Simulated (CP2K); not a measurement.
**NbTe under changes of volume**

One of the cells (20.101 Å³/atom); the others are scaled copies at fixed shape and fractional positions:

```
Nb Te
1.0
     3.42570    0.00000    0.00000
     0.00000    3.42570    0.00000
     0.00000    0.00000    3.42570
Nb Te
1 1
Direct
  0.50000 0.50000 0.50000
  0.00000 0.00000 0.00000
```

The cell was built by a generator and needn't be a form met in nature.

* Program: CP2K 2026.2
* Functional: PBEsol
* Potentials or basis: POTENTIAL_UZH Nb GTH-PBE-q13, Te GTH-PBE-q6; TZVP-MOLOPT-PBE-GTH basis
* Density cutoff: 6123 eV
* k mesh: 8 × 8 × 8
* Occupations: fermi-dirac, width 0.0259 eV
* Spin: no spin polarisation

| volume (Å³/atom) | energy over the lowest point (meV/atom) | pressure (GPa) |
| --- | --- | --- |
| 18.895 | 24.72 | 8.5 |
| 19.297 | 8.13 | 4.9 |
| 19.699 | 0.20 | 1.6 |
| 20.101 | 0.00 | -1.3 |
| 20.503 | 6.69 | -3.9 |
| 20.905 | 19.53 | -6.2 |
| 21.307 | ? | ? |

Task: What does the run at 21.307 Å³/atom give?

Result: Energy over the lowest point 37.86 meV/atom; pressure -8.3 GPa.

Worked out: A Birch-Murnaghan fit of order 3 (a polynomial in V^(-2/3)) to the other rows has its minimum at 19.91 Å³/atom with B0 = V·E''(V) = 143 GPa and B' = 4.7. It gives 37.86 meV/atom at 21.307 Å³/atom, against the run's 37.86, and -dE/dV = -8.3 GPa, against -8.3.

Energies are extrapolated to zero smearing.

Caveats: the potentials were made for another functional, which shifts forces and pressure; the basis of atomic orbitals isn't converged, which shifts pressures, moduli and gaps.
